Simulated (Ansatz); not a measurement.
# FGe₂H₅O: up Jacob's ladder to CCSD(T)

The task here is to estimate one member of a computed series from the others.

The runs use Ansatz 0.2.0, Gaussian basis; functionals in def2-TZVPP, the program's frozen cores in correlated methods.

The runs, in order: LDA (SPW92), PBE-D4, revPBE-D4, BLYP-D4, r2SCAN-D4, B97M-V, PBE0-D4, B3LYP-D4, r2SCANh-D4, r2SCAN0-D4, HSE06-D4, BHLYP-D4, CAM-B3LYP-D4, LC-ωPBE, ωB97X-V, ωB97M-V, B2PLYP, PBE-QIDH; CCSD(T)/def2-SVP; CCSD(T)/def2-TZVPP; MP2/def2-QZVPP; extrapolation to the limit; RPA on PBE.

### The geometry

All runs share one geometry, relaxed beforehand with PBE0-D4 in a triple-zeta def2 set.

SMILES `[OH][GeH]([F])[GeH3]`, 9 atoms, charge 0, spin multiplicity 1.

Atoms are counted from 1 here; the program's logs count them from 0.

Bond lengths: O1–Ge2 1.769 Å, O1–H5 0.961 Å, Ge2–F3 1.748 Å, Ge2–Ge4 2.419 Å, Ge2–H6 1.543 Å, Ge4–H7 1.534 Å, Ge4–H8 1.534 Å, Ge4–H9 1.532 Å. Angles: Ge2–O1–H5 113.4°, O1–Ge2–F3 106.6°, O1–Ge2–Ge4 106.7°, O1–Ge2–H6 110.5°, F3–Ge2–Ge4 108.4°, F3–Ge2–H6 103.8°, Ge4–Ge2–H6 120.0°, Ge2–Ge4–H7 108.9°, Ge2–Ge4–H8 109.1°, Ge2–Ge4–H9 108.9°, H7–Ge4–H8 109.5°, H7–Ge4–H9 110.2°, H8–Ge4–H9 110.2°.

Coordinates:

```mol
FGe2H5O
  3D, bonds by distance, orders not assigned

  9  8  0  0  0  0  0  0  0  0999 V2000
   -0.7773    0.4821    1.7942 O   0  0
   -0.7934    0.4080    0.0268 Ge  0  0
   -0.6764    2.0557   -0.5440 F   0  0
    1.2081   -0.7762   -0.6391 Ge  0  0
   -1.5527    0.9115    2.1646 H   0  0
   -2.1724   -0.0611   -0.4821 H   0  0
    1.3141   -0.7506   -2.1693 H   0  0
    1.1153   -2.2296   -0.1560 H   0  0
    2.4234   -0.0862   -0.0123 H   0  0
  1  2  8  0
  2  3  8  0
  2  4  8  0
  1  5  8  0
  2  6  8  0
  4  7  8  0
  4  8  8  0
  4  9  8  0
M  END
```

The first run:

Input file in.yaml:

```yaml
crystal:
  periodic: [false, false, false]
  atoms:
    - {symbol: O, position_ang: [-0.777333, 0.482109, 1.794197]}
    - {symbol: Ge, position_ang: [-0.793445, 0.408025, 0.026757]}
    - {symbol: F, position_ang: [-0.676393, 2.055748, -0.543950]}
    - {symbol: Ge, position_ang: [1.208065, -0.776242, -0.639139]}
    - {symbol: H, position_ang: [-1.552658, 0.911497, 2.164555]}
    - {symbol: H, position_ang: [-2.172426, -0.061110, -0.482080]}
    - {symbol: H, position_ang: [1.314105, -0.750636, -2.169286]}
    - {symbol: H, position_ang: [1.115347, -2.229568, -0.155953]}
    - {symbol: H, position_ang: [2.423439, -0.086222, -0.012300]}
basis:
  gaussian: {orbitals: def2-TZVPP}
hamiltonian: {xc: lda}
output: {orbitals: {seedname: orbitals}}
```

Among the steps run: LDA; PBE-D4 (GGA); revPBE-D4 (GGA); BLYP-D4 (GGA); r2SCAN-D4 (meta-GGA); B97M-V (meta-GGA); PBE0-D4 (hybrid); B3LYP-D4 (hybrid); r2SCANh-D4 (hybrid); r2SCAN0-D4 (hybrid); HSE06-D4 (hybrid); BHLYP-D4 (hybrid); CAM-B3LYP-D4 (range-separated); LC-ωPBE-D4 (range-separated; the results give it without D4); ωB97X-V (range-separated); ωB97M-V (range-separated); B2PLYP (double hybrid); PBE-QIDH (double hybrid).

One table of the session follows, with a row left open; its other results are not shown here.

It belongs to the step «Frontier levels by functional». 

```
  functional  HOMO (eV)  gap (eV)
 LDA (SPW92)      -7.31      6.18
      PBE-D4          ?         ?
   revPBE-D4      -7.15      6.34
     BLYP-D4      -7.09      6.23
   r2SCAN-D4      -7.53      6.90
      B97M-V      -7.64      6.87
     PBE0-D4      -8.47      8.38
    B3LYP-D4      -8.27      7.93
  r2SCANh-D4      -8.00      7.65
  r2SCAN0-D4      -8.68      8.75
    HSE06-D4      -8.08      7.61
    BHLYP-D4      -9.60     10.30
CAM-B3LYP-D4      -9.77     10.63
     LC-ωPBE     -11.05     13.11
     ωB97X-V     -10.73     12.64
     ωB97M-V     -10.55     12.19
```

**Question.** Estimate the row for PBE-D4.

**Answer.** HOMO (eV): -7.20; gap (eV): 6.28. In the column «HOMO (eV)» it lies between LDA (SPW92) (-7.31) and revPBE-D4 (-7.15).
